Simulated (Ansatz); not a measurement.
**TeAs: a tetragonal deformation path and further scans**

The task here is to estimate one member of a computed series from the others.

Program: Ansatz 0.2.0. Level of theory: DFT r2SCAN, scalar-relativistic, plane waves, PAW. These are calculated values, not measurements.

## The starting structure

The structure is cubic, space group Fm-3m (No. 225). The conventional cell has a = 5.935 Å, b = 5.935 Å, c = 5.935 Å, α = 90.00°, β = 90.00°, γ = 90.00°. Te (site symmetry m-3m) has 6 As at 2.97 Å in its first shell of neighbours. As (site symmetry m-3m) is surrounded by 6 Te at 2.97 Å.

Coordinates:

```cif
data_structure
_symmetry_space_group_name_H-M 'P 1'
_symmetry_Int_Tables_number 1
_cell_length_a 4.1969
_cell_length_b 4.1969
_cell_length_c 4.1969
_cell_angle_alpha 60.000
_cell_angle_beta 60.000
_cell_angle_gamma 60.000
_cell_volume 52.27
loop_
_atom_site_label
_atom_site_type_symbol
_atom_site_fract_x
_atom_site_fract_y
_atom_site_fract_z
_atom_site_occupancy
Te1 Te 0.50000 0.50000 0.50000 1
As1 As 0.00000 0.00000 0.00000 1
```

It goes back to an entry of the Materials Project, which need not be the stable form.

No relaxation comes first: the listed cell is the starting point.

## Zero of energy

The reference gives a free energy of -11859.1008 eV, pressure -1.11 GPa, largest force 0.000 eV/Å and gap on the mesh none (metal). It was computed beforehand with the settings of the runs below.

Set-up of the first run:

At fixed volume and fractional coordinates, lengths along (0.000, 0.000, 1.000) are scaled against those across it; ρ is that ratio over its starting value.

Contents of input.yaml:

```yaml
crystal:
  lattice:
    - [0.0, 3.3312612741, 2.3552017208]
    - [3.3312612741, 0.0, 2.3552017208]
    - [3.3312612741, 3.3312612741, 0.0]
  atoms:
    - { symbol: Te, position: [0.5, 0.5, 0.5] }
    - { symbol: As, position: [0.0, 0.0, 0.0] }
basis:
  ecutwfc: 500
kpoints:
  mp_grid: { grid: [16, 16, 16] }
hamiltonian:
  xc: r2scan
scf:
  occupations: { method: gaussian, width: 0.15 }
output:
  forces: true
  stress: true
  eigenvalues: true
```

Command:

```
> ansatz run input.yaml --threads 1 --pin off --max-ram 2560MiB --backend cpu --events-out ev --progress --plain --runs-dir out
```

Among the steps run: Point ρ = 0.707; ρ = 1.414; Point ρ = 0.850; At ρ = 1.200; At ρ = 0.780; At ρ = 1.300; Point ρ = 0.920.

One of the session's tables, all rows but one given; the rest of the session is left out.

The scan, with free energies counted from the undisturbed cell:

| ρ | ΔE (meV/atom) | pressure (GPa) |
| --- | --- | --- |
| 0.707 | 947.2 | 16.6 |
| 0.780 | ? | ? |
| 0.850 | 187.9 | 2.4 |
| 0.920 | 44.9 | -0.3 |
| 1.000 | 0.0 | -1.1 |
| 1.200 | 142.1 | 2.2 |
| 1.300 | 240.5 | 5.7 |
| 1.414 | 375.7 | 10.7 |

Q: Estimate the row for ρ = 0.780 from the others.

Worked estimate for «ΔE (meV/atom)». A straight line through the neighbours (0.707, 947.2) and (0.850, 187.9) gives 947.2 + (187.9 − 947.2) × (0.780 − 0.707) / (0.850 − 0.707) = 559.6; a parabola fitted to 3 rows on both sides gives 481.2.

As computed: ΔE (meV/atom): 471.5; pressure (GPa): 7.2. In «ΔE (meV/atom)» the line misses by +88.1 and the parabola by +9.7.
